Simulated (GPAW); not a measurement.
# Si2Mo in GPAW: notebook

Aim: see how the results for Si2Mo move with the level of theory and the settings. Levels: LDA, PBE. Tasks: single point.

Program: GPAW 26.7.0. These are calculated values, not measurements. Logs are shortened: lines on timing, memory, paths and dates and some standing lists are left out, and cuts for length are marked. The log counts tension as positive stress, the text compression.

## Step 1: The cell of the first run

The cell holds a slab with vacuum, 9 atoms: a = 3.200 Å, b = 3.200 Å, c = 25.487 Å, α = 90.00°, β = 90.00°, γ = 90.00°.

## Step 2: Single point, LDA (the (0 0 1) slab of Si2Mo, cut from the database cell, not relaxed)

The input, run.py:

```python
import numpy as np
from ase.dft.bandgap import bandgap
from ase.io import read, write
from gpaw import GPAW, PW

atoms = read('POSCAR')
atoms.pbc = (True, True, False)

calc = GPAW(mode=PW(450),
            xc='LDA',
            kpts={'size': (8, 8, 1), 'gamma': True},
            occupations={'name': 'fermi-dirac', 'width': 0.05},
            nbands=59,
            convergence={'density': 1e-05, 'energy': 1e-05},
            maxiter=150,
            poissonsolver={'dipolelayer': 'xy'},
            txt='gpaw.txt')
atoms.calc = calc
energy = atoms.get_potential_energy()
forces = atoms.get_forces()
calc.write('gs.gpw')
write('result.traj', atoms)
print(f'Energy: {energy:.6f} eV')
print('Forces (eV/A):')
print(forces.round(4))
print('Fermi level:', round(calc.get_fermi_level(), 4), 'eV')
print(f'Gap: {bandgap(calc)[0]:.4f} eV, direct: {bandgap(calc, direct=True)[0]:.4f} eV')

v = calc.get_electrostatic_potential().mean(axis=(0, 1))
z = np.arange(len(v)) * atoms.cell[2, 2] / len(v)
ef = calc.get_fermi_level()
np.savetxt('planar.dat', np.c_[z, v], fmt='%.4f')
below, above = np.interp([1.5, atoms.cell[2, 2] - 1.5], z, v) - ef
print(f'Work functions: bottom {below:.4f} eV, top {above:.4f} eV')
print('Dipole moment:', *calc.get_dipole_moment().round(5), 'e A')
```

The input, POSCAR:

```
Si2Mo
1.0
    3.2000000000      0.0000000000      0.0000000000
    0.0000000000      3.2000000000      0.0000000000
    0.0000000000      0.0000000000     25.4865740000
Si Mo Si Mo Si Mo Si
1 1 2 1 2 1 1
Direct
    0.0000000000      0.0000000000      0.2942725845
    0.5000000000      0.5000000000      0.3457815476
    0.0000000000      0.0000000000      0.3972905107
    0.5000000000      0.5000000000      0.4484910369
    0.0000000000      0.0000000000      0.5000000000
    0.5000000000      0.5000000000      0.5515089631
    0.0000000000      0.0000000000      0.6027094893
    0.5000000000      0.5000000000      0.6542184524
    0.0000000000      0.0000000000      0.7057274155
```

Potentials or basis: the program's PAW data sets (release 1.2.1) made for this functional, pw.

Command:

```
$ OMP_NUM_THREADS=1 python run.py
```

gpaw.txt:

```text
__  _  _
 | _ |_)|_||  |
 |__||  | ||/\| - 26.7.0

Input parameters:
  mode=PW(ecut=450.00000000000006),
  convergence={'density': 1e-05, 'energy': 1e-05},
  kpts=MonkhorstPack(size=(8, 8, 1), gamma=True),
  maxiter=150,
  nbands=59,
  occupations=Occupations(name='fermi-dirac', width=0.05),
  poissonsolver=PoissonSolver(dipolelayer='xy'),
  xc=XC(name='LDA')

Diagonalizing LCAO Hamiltonian
Converting LCAO to pw mode
   .-------.
  /|       |
 * |       |
 | |       |
 | |       |
 | |       |
 | |       |
 | |       |
 | |       |
 | |       |
 | |       |
 Si|       |
 | |  Mo   |
 | |       |
 Si|       |
 | |  Si   |
 | |       |
 Mo|       |
 | |  Si   |
 | |       |
 | |       |
 Si|  Mo   |
 | |       |
 | |       |
 Si|       |
 | |       |
 | |       |
 | |       |
 | |       |
 | |       |
 | |       |
 | .-------.
 |/       /
 *-------*

Atoms  # Å, Bohr magnetons
|   | symbol |        x |        y |         z |    initial magnetic moments |
|---|--------|----------|----------|-----------|-----------------------------|
| 0 |     Si | 0.000000 | 0.000000 |  7.500000 | ( 0.0000,  0.0000,  0.0000) |
| 1 |     Mo | 1.600000 | 1.600000 |  8.812787 | ( 0.0000,  0.0000,  0.0000) |
| 2 |     Si | 0.000000 | 0.000000 | 10.125574 | ( 0.0000,  0.0000,  0.0000) |
| 3 |     Si | 1.600000 | 1.600000 | 11.430500 | ( 0.0000,  0.0000,  0.0000) |
| 4 |     Mo | 0.000000 | 0.000000 | 12.743287 | ( 0.0000,  0.0000,  0.0000) |
| 5 |     Si | 1.600000 | 1.600000 | 14.056074 | ( 0.0000,  0.0000,  0.0000) |
| 6 |     Si | 0.000000 | 0.000000 | 15.361000 | ( 0.0000,  0.0000,  0.0000) |
| 7 |     Mo | 1.600000 | 1.600000 | 16.673787 | ( 0.0000,  0.0000,  0.0000) |
| 8 |     Si | 0.000000 | 0.000000 | 17.986574 | ( 0.0000,  0.0000,  0.0000) |

Unit cell  # Å
| periodic |        x |        y |         z |   lengths |    angles |
|----------|----------|----------|-----------|-----------|-----------|
|      yes | 3.200000 | 0.000000 |  0.000000 |  3.200000 | 90.000000 |
|      yes | 0.000000 | 3.200000 |  0.000000 |  3.200000 | 90.000000 |
|       no | 0.000000 | 0.000000 | 25.486574 | 25.486574 | 90.000000 |

Number of symmetries: 16
Symmetry operations  # r_c * U_cc + t_c -> r_c
|    | kind |            matrix            |
|----|------|------------------------------|
|  0 |  E   |  1, 0, 0,  0, 1, 0,  0, 0, 1 |
|  1 |  σ   |  1, 0, 0,  0, 1, 0,  0, 0,-1 |
|  2 |  σ   |  1, 0, 0,  0,-1, 0,  0, 0, 1 |
|  3 |  C2  |  1, 0, 0,  0,-1, 0,  0, 0,-1 |
|  4 |  σ   |  0, 1, 0,  1, 0, 0,  0, 0, 1 |
|  5 |  C2  |  0, 1, 0,  1, 0, 0,  0, 0,-1 |
|  6 |  C4  |  0, 1, 0, -1, 0, 0,  0, 0, 1 |
|  7 |  S4  |  0, 1, 0, -1, 0, 0,  0, 0,-1 |
|  8 |  C4  |  0,-1, 0,  1, 0, 0,  0, 0, 1 |
|  9 |  S4  |  0,-1, 0,  1, 0, 0,  0, 0,-1 |
| 10 |  σ   |  0,-1, 0, -1, 0, 0,  0, 0, 1 |
| 11 |  C2  |  0,-1, 0, -1, 0, 0,  0, 0,-1 |
| 12 |  σ   | -1, 0, 0,  0, 1, 0,  0, 0, 1 |
| 13 |  C2  | -1, 0, 0,  0, 1, 0,  0, 0,-1 |
| 14 |  C2  | -1, 0, 0,  0,-1, 0,  0, 0, 1 |
| 15 |  i   | -1, 0, 0,  0,-1, 0,  0, 0,-1 |

BZ-sampling:
  Number of BZ points: 64
  Number of IBZ points: 15

  Monkhorst-Pack size: [8, 8, 1]
  Monkhorst-Pack shift: [0.0625, 0.0625, 0.0]

K-points  # in reciprocal-cell coordinates
|     |                                coordinates |     weight |
|-----|--------------------------------------------|------------|
|   0 | (  0.00000000,   0.00000000,   0.00000000) | 0.01562500 |
|   1 | (  0.12500000,   0.00000000,   0.00000000) | 0.06250000 |
|   2 | (  0.12500000,   0.12500000,   0.00000000) | 0.06250000 |
|   3 | (  0.25000000,   0.00000000,   0.00000000) | 0.06250000 |
|   4 | (  0.25000000,   0.12500000,   0.00000000) | 0.12500000 |
|   5 | (  0.25000000,   0.25000000,   0.00000000) | 0.06250000 |
|   6 | (  0.37500000,   0.00000000,   0.00000000) | 0.06250000 |
|   7 | (  0.37500000,   0.12500000,   0.00000000) | 0.12500000 |
|   8 | (  0.37500000,   0.25000000,   0.00000000) | 0.12500000 |
|   9 | (  0.37500000,   0.37500000,   0.00000000) | 0.06250000 |
| ... |                                            |            |
|  14 | (  0.50000000,   0.50000000,   0.00000000) | 0.01562500 |

Plane wave coefficients: 5721
Cutoff: 450.00000000000006 eV

Spin-components: 1 (collinear spins)
Bands:           59
Projectors:      48
Spin-degeneracy: 2
Datatype:        complex128

Parallelization:
  kpt:    1
  domain: 1
  band:   1

Density:
  Valence electrons: 66.0
  Components: 1
  Grid points: [ 16  16 125]
  Charge: 0.0  # |e|

Potential:
  Grid points: [ 16  16 125]

species:
  Si:
    name:    Silicon
    Z:       14.0
    valence: 4
    core:    10
    charge:  0.0  # [|e|]
    compensation charges:
      type: gauss
      rc: 0.33  # [Å]
      lmax: 2
    cutoffs:
      filter: 1.86  # [Å]
      core: 2.06  # [Å]
    projectors
    | kind |    occ | energy [eV] | rcut [Å] |
    |------|--------|-------------|----------|
    |   3s |  2.000 |     -10.878 |    1.058 |
    |   3p |  2.000 |      -4.162 |    1.058 |
    |    s |        |      16.334 |    1.058 |
    |    p |        |      23.049 |    1.058 |
    |    d |        |       0.000 |    1.058 |

    Using partial waves for Si as LCAO basis

  Mo:
    name:    Molybdenum
    Z:       42.0
    valence: 14
    core:    28
    charge:  0.0  # [|e|]
    compensation charges:
      type: gauss
      rc: 0.38  # [Å]
      lmax: 2
    cutoffs:
      filter: 2.16  # [Å]
      core: 1.42  # [Å]
    projectors
    | kind |    occ | energy [eV] | rcut [Å] |
    |------|--------|-------------|----------|
    |   4s |  2.000 |     -64.384 |    1.238 |
    |   5s |  1.000 |      -4.319 |    1.238 |
    |   4p |  6.000 |     -38.595 |    1.296 |
    |   5p |  0.000 |      -1.161 |    1.296 |
    |   4d |  5.000 |      -3.933 |    1.296 |
    |    d |        |      23.278 |    1.296 |

    Using partial waves for Mo as LCAO basis

Reference energy: -377211.718211  # eV

eigensolver:
  PPCG
  Converge bands: occupied
  niter=2

density mixing:
  MSR1-Mixer
  Pratt-step length: 0.05
  Maximum mixing coefficient: 0.75
  Old densities: 10
  SVD Regularization: 0.005
  Good broyden scale: 1.0
  Trust region scale: 1.0
  Backstep threshold: 4.0
  History deletion threshold: 6.0
  Fourier metric: weight=20.0, sigma=0.015

occupation numbers:
  Fermi-Dirac:
    width: 0.0500  # eV

<gpaw.new.pw.poisson.DipoleLayerPWPoissonSolver object>
xc functional:
  name: None

convergence criteria:
[... 6 lines left out ...]
|iter     | |      energy | eigst |  dens |
|---------|-|-------------|-------|-------|
|iter:   1| |  -77.931478 | +0.59 |       |
|iter:   2| |  -77.402922 | -1.07 | -1.00 |
|iter:   3| |  -98.400475 | -0.15 | -1.03 |
|iter:   4| |  -94.023384 | -0.52 | -0.72 |
|iter:   5| |  -76.985105 | -0.95 | -0.68 |
|iter:   6| |  -74.998786 | -2.00 | -1.23 |
|iter:   7| |  -74.903907 | -2.18 | -1.48 |
|iter:   8| |  -74.806200 | -2.88 | -1.77 |
|iter:   9| |  -74.793662 | -3.41 | -2.00 |
|iter:  10| |  -74.793468 | -4.39 | -2.57 |
|iter:  11| |  -74.793370c| -5.17 | -3.16 |
|iter:  12| |  -74.793369c| -6.14 | -3.64 |
|iter:  13| |  -74.793363c| -6.99 | -4.04 |
|iter:  14| |  -74.793366c| -7.82c| -4.50 |
|iter:  15| |  -74.793365c| -7.87c| -4.95 |
|iter:  16| |  -74.793366c| -8.27c| -5.26c|

Converged in 16 steps
Energy contributions relative to reference atoms: (reference = -377211.718211)

Energy contributions:
  Kinetic:          -8.543208
  Coulomb:           3.071714
  Zero:             -0.750861
  External:          0.000000
  Xc:              -68.550395
  Entropy:          -0.041230
  Spinorbit:         0.000000
  ----------------------------
  Free energy:     -74.813981
  Extrapolated:    -74.793366

dipole moment: (-39.889855, -39.889855, -0.000098)  # |e|*Ang

Fermi level: 2.925
Eigenvalues  # (at kpt = [0.000, 0.000, 0.000])
| band index |      eig [eV] | occ [0-2] |
|------------|---------------|-----------|
|          0 |       -57.484 |     2.000 |
|        ... |               |           |
|         22 |         0.729 |     2.000 |
|         23 |         0.762 |     2.000 |
|         24 |         0.762 |     2.000 |
|         25 |         1.089 |     2.000 |
|         26 |         1.449 |     2.000 |
|         27 |         1.449 |     2.000 |
[... 8 lines left out ...]
|         36 |         3.911 |     0.000 |
|         37 |         5.126 |     0.000 |
|        ... |               |           |
|         58 |        12.930 |     0.000 |

No gap
No difference between direct/indirect transitions
vacuum-level: 7.628  # V
Workfunctions: 4.704, 4.704 eV (top, bottom)

Forces  # eV/Ang
|        x |        y |        z |
|----------|----------|----------|
|  0.00000 |  0.00000 |  1.05712 |  # Si   0
|  0.00000 |  0.00000 |  0.06582 |  # Mo   1
|  0.00000 |  0.00000 | -0.67825 |  # Si   2
|  0.00000 |  0.00000 |  0.01740 |  # Si   3
| -0.00000 | -0.00000 |  0.00000 |  # Mo   4
| -0.00000 | -0.00000 | -0.01740 |  # Si   5
| -0.00000 | -0.00000 |  0.67825 |  # Si   6
|  0.00000 |  0.00000 | -0.06582 |  # Mo   7
| -0.00000 | -0.00000 | -1.05712 |  # Si   8

# Writing to gs.gpw (mode='')
```

Run time: 1.7 min. Hardware: 1 thread of Arm Neoverse V2, shared host; peak memory 0.3 GiB.

Results:

- Free energy: -74.8140 eV
- Largest force: 1.057 eV/Å
- Band gap on the k mesh: none (metal or under the smearing width)
- Dipole across the slab: 0.00 e·Å
- Work function of the upper face: 4.70 eV
- Work function of the lower face: 4.70 eV

Forces on the atoms (eV/Å):
```
Si   0.000  0.000  1.057
Mo   0.000  0.000  0.066
Si   0.000  0.000 -0.678
Si   0.000  0.000  0.017
Mo   0.000  0.000  0.000
Si   0.000  0.000 -0.017
Si   0.000  0.000  0.678
Mo   0.000  0.000 -0.066
Si   0.000  0.000 -1.057
```

Levels at points of the mesh, in eV from the Fermi level:
```tsv
k point	band 30	band 31	band 32	band 33	band 34	band 35	band 36	band 37
(0.00, 0.00, 0.00)	-0.49	0.67	0.77	0.79	0.81	0.81	0.85	0.99
(0.50, 0.00, 0.00)	-1.78	-0.38	-0.28	-0.15	-0.12	-0.04	2.31	2.32
(0.50, 0.50, 0.00)	-1.95	-1.26	-1.20	-1.20	0.10	1.33	1.99	2.44
```

## Step 3: Single point, PBE (the (0 0 1) slab of Si2Mo, cut from the database cell, not relaxed)

run.py: that of step 2 with these lines changed.

```diff
@@ -9,3 +9,3 @@
 calc = GPAW(mode=PW(450),
-            xc='LDA',
+            xc='PBE',
             kpts={'size': (8, 8, 1), 'gamma': True},
```

POSCAR is that of step 2.

Potentials or basis: GPAW PAW data sets (gpaw-data 1.2.1), pw.

Command:

```
$ OMP_NUM_THREADS=1 python run.py
```

gpaw.txt:

```text
__  _  _
 | _ |_)|_||  |
 |__||  | ||/\| - 26.7.0

Input parameters:
  mode=PW(ecut=450.00000000000006),
  convergence={'density': 1e-05, 'energy': 1e-05},
  kpts=MonkhorstPack(size=(8, 8, 1), gamma=True),
  maxiter=150,
  nbands=59,
  occupations=Occupations(name='fermi-dirac', width=0.05),
  poissonsolver=PoissonSolver(dipolelayer='xy'),
  xc=XC(name='PBE')

Diagonalizing LCAO Hamiltonian
Converting LCAO to pw mode
   .-------.
  /|       |
 * |       |
 | |       |
 | |       |
 | |       |
 | |       |
 | |       |
 | |       |
 | |       |
 | |       |
 Si|       |
 | |  Mo   |
 | |       |
 Si|       |
 | |  Si   |
 | |       |
 Mo|       |
 | |  Si   |
 | |       |
 | |       |
 Si|  Mo   |
 | |       |
 | |       |
 Si|       |
 | |       |
 | |       |
 | |       |
 | |       |
 | |       |
 | |       |
 | .-------.
 |/       /
 *-------*

Atoms  # Å, Bohr magnetons
|   | symbol |        x |        y |         z |    initial magnetic moments |
|---|--------|----------|----------|-----------|-----------------------------|
| 0 |     Si | 0.000000 | 0.000000 |  7.500000 | ( 0.0000,  0.0000,  0.0000) |
| 1 |     Mo | 1.600000 | 1.600000 |  8.812787 | ( 0.0000,  0.0000,  0.0000) |
| 2 |     Si | 0.000000 | 0.000000 | 10.125574 | ( 0.0000,  0.0000,  0.0000) |
| 3 |     Si | 1.600000 | 1.600000 | 11.430500 | ( 0.0000,  0.0000,  0.0000) |
| 4 |     Mo | 0.000000 | 0.000000 | 12.743287 | ( 0.0000,  0.0000,  0.0000) |
| 5 |     Si | 1.600000 | 1.600000 | 14.056074 | ( 0.0000,  0.0000,  0.0000) |
| 6 |     Si | 0.000000 | 0.000000 | 15.361000 | ( 0.0000,  0.0000,  0.0000) |
| 7 |     Mo | 1.600000 | 1.600000 | 16.673787 | ( 0.0000,  0.0000,  0.0000) |
| 8 |     Si | 0.000000 | 0.000000 | 17.986574 | ( 0.0000,  0.0000,  0.0000) |

Unit cell  # Å
| periodic |        x |        y |         z |   lengths |    angles |
|----------|----------|----------|-----------|-----------|-----------|
|      yes | 3.200000 | 0.000000 |  0.000000 |  3.200000 | 90.000000 |
|      yes | 0.000000 | 3.200000 |  0.000000 |  3.200000 | 90.000000 |
|       no | 0.000000 | 0.000000 | 25.486574 | 25.486574 | 90.000000 |

Number of symmetries: 16
Symmetry operations  # r_c * U_cc + t_c -> r_c
|    | kind |            matrix            |
[... 81 lines left out ...]
    |   3s |  2.000 |     -10.812 |    1.058 |
    |   3p |  2.000 |      -4.081 |    1.058 |
    |    s |        |      16.399 |    1.058 |
    |    p |        |      23.130 |    1.058 |
    |    d |        |       0.000 |    1.058 |

    Using partial waves for Si as LCAO basis

  Mo:
    name:    Molybdenum
    Z:       42.0
    valence: 14
    core:    28
    charge:  0.0  # [|e|]
    compensation charges:
      type: gauss
      rc: 0.38  # [Å]
      lmax: 2
    cutoffs:
      filter: 2.16  # [Å]
      core: 1.42  # [Å]
    projectors
    | kind |    occ | energy [eV] | rcut [Å] |
    |------|--------|-------------|----------|
    |   4s |  2.000 |     -64.307 |    1.238 |
    |   5s |  1.000 |      -4.084 |    1.238 |
    |   4p |  6.000 |     -38.491 |    1.296 |
    |   5p |  0.000 |      -1.044 |    1.296 |
    |   4d |  5.000 |      -3.754 |    1.296 |
    |    d |        |      23.458 |    1.296 |

    Using partial waves for Mo as LCAO basis

Reference energy: -377720.283396  # eV

eigensolver:
  PPCG
  Converge bands: occupied
  niter=2

density mixing:
  MSR1-Mixer
  Pratt-step length: 0.05
  Maximum mixing coefficient: 0.75
  Old densities: 10
  SVD Regularization: 0.005
  Good broyden scale: 1.0
  Trust region scale: 1.0
  Backstep threshold: 4.0
  History deletion threshold: 6.0
  Fourier metric: weight=20.0, sigma=0.015

occupation numbers:
  Fermi-Dirac:
    width: 0.0500  # eV

<gpaw.new.pw.poisson.DipoleLayerPWPoissonSolver object>
xc functional:
  name: PBE with 2 nearest neighbor stencil

convergence criteria:
[... 6 lines left out ...]
|iter     | |      energy | eigst |  dens |
|---------|-|-------------|-------|-------|
|iter:   1| |  -70.434889 | +0.61 |       |
|iter:   2| |  -69.967003 | -1.04 | -0.99 |
|iter:   3| |  -79.203188 | -0.18 | -1.02 |
|iter:   4| |  -70.183896 | -0.33 | -0.79 |
|iter:   5| |  -67.803047 | -1.43 | -1.12 |
|iter:   6| |  -67.944866 | -2.13 | -1.45 |
|iter:   7| |  -67.519853 | -2.05 | -1.47 |
|iter:   8| |  -67.489841 | -2.85 | -1.91 |
|iter:   9| |  -67.478416 | -3.80 | -2.26 |
|iter:  10| |  -67.477741 | -4.76 | -2.81 |
|iter:  11| |  -67.477792 | -5.53 | -3.39 |
|iter:  12| |  -67.477762c| -6.14 | -3.64 |
|iter:  13| |  -67.477765c| -7.37 | -4.42 |
|iter:  14| |  -67.477766c| -7.68c| -4.89 |
|iter:  15| |  -67.477766c| -8.06c| -5.51c|

Converged in 15 steps
Energy contributions relative to reference atoms: (reference = -377720.283396)

Energy contributions:
  Kinetic:          -6.131061
  Coulomb:           0.760402
  Zero:             -0.895275
  External:          0.000000
  Xc:              -61.192780
  Entropy:          -0.038105
  Spinorbit:         0.000000
  ----------------------------
  Free energy:     -67.496818
  Extrapolated:    -67.477766

dipole moment: (-39.793536, -39.793536, -0.000095)  # |e|*Ang

Fermi level: 3.121
Eigenvalues  # (at kpt = [0.000, 0.000, 0.000])
| band index |      eig [eV] | occ [0-2] |
|------------|---------------|-----------|
|          0 |       -57.442 |     2.000 |
|        ... |               |           |
|         22 |         0.927 |     2.000 |
|         23 |         0.949 |     2.000 |
|         24 |         0.949 |     2.000 |
|         25 |         1.292 |     2.000 |
|         26 |         1.635 |     2.000 |
|         27 |         1.635 |     2.000 |
[... 8 lines left out ...]
|         36 |         4.158 |     0.000 |
|         37 |         5.328 |     0.000 |
|        ... |               |           |
|         58 |        13.312 |     0.000 |

No gap
No difference between direct/indirect transitions
vacuum-level: 7.664  # V
Workfunctions: 4.542, 4.542 eV (top, bottom)

Forces  # eV/Ang
|        x |       y |        z |
|----------|---------|----------|
|  0.00000 | 0.00000 |  0.61356 |  # Si   0
| -0.00000 | 0.00000 | -0.08350 |  # Mo   1
|  0.00000 | 0.00000 | -0.59126 |  # Si   2
|  0.00000 | 0.00000 | -0.08035 |  # Si   3
|  0.00000 | 0.00000 |  0.00000 |  # Mo   4
|  0.00000 | 0.00000 |  0.08035 |  # Si   5
|  0.00000 | 0.00000 |  0.59126 |  # Si   6
|  0.00000 | 0.00000 |  0.08350 |  # Mo   7
|  0.00000 | 0.00000 | -0.61356 |  # Si   8

# Writing to gs.gpw (mode='')
```

It took 97 s on 1 thread of Arm Neoverse V2, shared host; peak memory 0.3 GiB.

Results:

```yaml
Free_energy: -67.4968 eV
Largest_force: 0.614 eV/Å
Band_gap_on_the_k_mesh: none (metal or under the smearing width)
Dipole_across_the_slab: 0.00 e·Å
Work_function_of_the_upper_face: 4.54 eV
Work_function_of_the_lower_face: 4.54 eV
```

Forces in eV/Å, atoms in the order of the input:
```
Si   0.000  0.000  0.614
Mo   0.000  0.000 -0.084
Si   0.000  0.000 -0.591
Si   0.000  0.000 -0.080
Mo   0.000  0.000  0.000
Si   0.000  0.000  0.080
Si   0.000  0.000  0.591
Mo   0.000  0.000  0.084
Si   0.000  0.000 -0.614
```

Levels at points of the mesh, in eV from the Fermi level:
```
           k point  band 29  band 30  band 31  band 32  band 33  band 34  band 35  band 36  band 37  band 38
(0.00, 0.00, 0.00)    -0.50    -0.50     0.66     0.76     0.78     0.80     0.80     0.90     1.04     2.21
(0.50, 0.00, 0.00)    -1.76    -1.76    -0.39    -0.30    -0.17    -0.14    -0.05     2.34     2.34     2.50
(0.50, 0.50, 0.00)    -2.02    -1.95    -1.27    -1.23    -1.23     0.15     1.37     2.02     2.48     2.52
```
